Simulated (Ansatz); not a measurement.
# KBr: the cost of one run

Program: Ansatz 0.2.0. Level of theory: DFT r2SCAN, scalar-relativistic, plane waves, PAW. These are calculated values, not measurements.

2 further runs of the same task are left out: 2 set aside as unsound or not needed.

### 1 The structure to begin with

The structure is cubic, space group Fm-3m (No. 225). Conventional cell: a = 6.604 Å, b = 6.604 Å, c = 6.604 Å, α = 90.00°, β = 90.00°, γ = 90.00°. K (site symmetry m-3m) has 6 Br at 3.30 Å in its first shell of neighbours. Br (site symmetry m-3m) is surrounded by 6 K at 3.30 Å.

Structure file:

```
CELL_PARAMETERS angstrom
0.00000 3.30223 3.30223
3.30223 0.00000 3.30223
3.30223 3.30223 0.00000
ATOMIC_POSITIONS crystal
K 0.00000 0.00000 0.00000
Br 0.50000 0.50000 0.50000
```

This cell was relaxed beforehand with the same method: volume 36.01 Å³/atom, gap on the mesh 5.07 eV.

### 2 Static run: bands, density of states and charges

The input, input.yaml:

```yaml
crystal:
  lattice:
    - [0.0, 3.3022256258, 3.3022256258]
    - [3.3022256258, 0.0, 3.3022256258]
    - [3.3022256258, 3.3022256258, 0.0]
  atoms:
    - { symbol: K, position: [0.0, 0.0, 0.0] }
    - { symbol: Br, position: [0.5, 0.5, 0.5] }
basis:
  ecutwfc: 500
kpoints:
  mp_grid: { grid: [6, 6, 6] }
  band_path:
    path:
      - [[0.0, 0.0, 0.0], [0.5, 0.0, 0.5], [0.625, 0.25, 0.625]]
      - [[0.375, 0.375, 0.75], [0.0, 0.0, 0.0], [0.5, 0.5, 0.5], [0.5, 0.25, 0.75], [0.5, 0.0, 0.5]]
    npoints: 14
hamiltonian:
  xc: r2scan
scf:
  occupations: { method: gaussian, width: 0.02 }
  n_extra_bands: 6
output:
  forces: true
  stress: true
  eigenvalues: true
  populations: true
  dos: { projected: true, de: 0.02, nscf_kmesh: { grid: [9, 9, 9] } }
  bader: true
  write_density: true
  write_potential: true
  elf: true
  volumetric_format: npy
```

On the command line:

```
> ansatz run input.yaml --threads 1 --pin off --max-ram 2560MiB --backend cpu --events-out ev --progress --plain --runs-dir out
```

Q: Estimate wall time and peak memory on 1 thread of Arm Neoverse V1, shared host.

About 17 s, with a peak of 0.48 GiB.
